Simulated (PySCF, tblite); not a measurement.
**C5H11FO3Si: geometry, infrared bands and NMR shifts**

Aim: predict the infrared bands and NMR shifts of C5H11FO3Si (`C[C@@H](CF)[C@H](O[SiH3])C(=O)O`).

The runs use tblite 0.8.0 and PySCF 2.14.0, with density-fitted response routines of our own; the level of theory stands in each step. All values are computed, except where a source is named. Atoms are numbered from 0 throughout.

## 1. The starting structure

21 atoms, charge 0, multiplicity 1; geometry from: force field or distance geometry start.

Bonds of the start (Å): C0–C1 1.52, C1–C2 1.48, C2–F3 1.37, C1–C4 1.52, C4–O5 1.39, O5–Si6 1.71, C4–C7 1.49, C7–O8 1.26, C7–O9 1.38, C0–H10 1.13, C0–H11 1.11, C0–H12 1.11, C1–H13 1.12, C2–H14 1.12, C2–H15 1.12, C4–H16 1.10, Si6–H17 1.46, Si6–H18 1.48, Si6–H19 1.47, O9–H20 1.03.

## 2. Relaxing the molecule with GFN2-xTB

Job settings and geometry (Å):

```
{"job": {"kind": "relax", "xc": "GFN2-xTB", "basis": "xTB"}, "charge": 0, "multiplicity": 1}
C     -1.388900    -0.431900     1.279900
C     -0.765500    -0.628700    -0.088600
C     -1.780600    -0.309200    -1.116900
F     -1.363900    -0.435200    -2.420900
C      0.525700     0.154600    -0.217400
O      1.356800    -0.325600     0.783900
Si     2.867700    -0.890800     0.226200
C      0.227300     1.594200     0.040000
O      0.750600     2.089100     1.076100
O     -0.586800     2.358200    -0.779200
H     -2.492700    -0.590800     1.121200
H     -1.167300     0.565600     1.707800
H     -1.037200    -1.230400     1.960900
H     -0.532100    -1.716600    -0.166600
H     -2.635500    -1.013100    -0.957000
H     -2.226500     0.705700    -0.951400
H      0.982600     0.090700    -1.211800
H      2.927000    -1.143000    -1.209300
H      3.129800    -2.176600     0.914600
H      3.982700     0.000600     0.587700
H     -0.782100     3.349900    -0.579800
```

Run with:

```
$ OMP_NUM_THREADS=1 python probes_run.py task.json out
```

This one command runs all jobs of the session in turn.

**Question.** This job is followed by: GFN2-xTB harmonic vibrations, gas phase; GIAO PBE0/pcSseg-1 NMR shielding, non-relativistic, gas phase. Predict these results of the whole session: strongest single infrared mode (GFN2-xTB); zero-point energy (GFN2-xTB); 13C shifts against TMS (PBE0/pcSseg-1); 1H shifts against TMS (PBE0/pcSseg-1, means over atoms taken as alike); 19F shifts against CFCl3 (PBE0/pcSseg-1); 17O shifts against H2O (PBE0/pcSseg-1); 29Si shifts against TMS (PBE0/pcSseg-1); surface potential, 1st and 99th percentile.

As calculated:

| quantity | value |
| --- | --- |
| strongest single infrared mode (GFN2-xTB) | 1786 cm⁻¹, 458 km/mol |
| zero-point energy (GFN2-xTB) | 97.4 kcal/mol |
| 13C shifts against TMS (PBE0/pcSseg-1) | 182.3, 87.1, 72.8, 46.7, 11.2 ppm |
| 1H shifts against TMS (PBE0/pcSseg-1, means over atoms taken as alike) | 6.49, 5.12, 5.12, 5.01, 4.65, 2.48, 0.86 ppm |
| 19F shifts against CFCl3 (PBE0/pcSseg-1) | -252.7 ppm |
| 17O shifts against H2O (PBE0/pcSseg-1) | 427.6, 203.1, 20.7 ppm |
| 29Si shifts against TMS (PBE0/pcSseg-1) | -41.4 ppm |
| surface potential, 1st and 99th percentile | -1.16 V and 2.71 V |

Over 237 steps the energy fell by 1.392 eV; of the close pairs, O5–Si6 changed most, 1.707 to 1.632 Å. All 57 modes are real, so the xTB geometry is a minimum. The strongest single mode, at 1786 cm⁻¹, moves mainly C7 and O8. Unscaled tight-binding wavenumbers are off by several per cent, some by more. Its intensities can rank the bands wrongly. C7 (carboxylic acid carbon) lies farthest downfield among carbon, at 182.3 ppm; it is a carbonyl in resonance with an O or N lone pair, the region of acids, esters and amides. At PBE0/pcSseg-1: Shielding is most anisotropic at O8 (span 620 ppm, paramagnetic term -496 ppm). By nearest atom (PBE0/pcSseg-1), the HOMO sits on O5 42 %; H17, H19 about 13 % each and the LUMO on C7 45 %; O8 26 %.
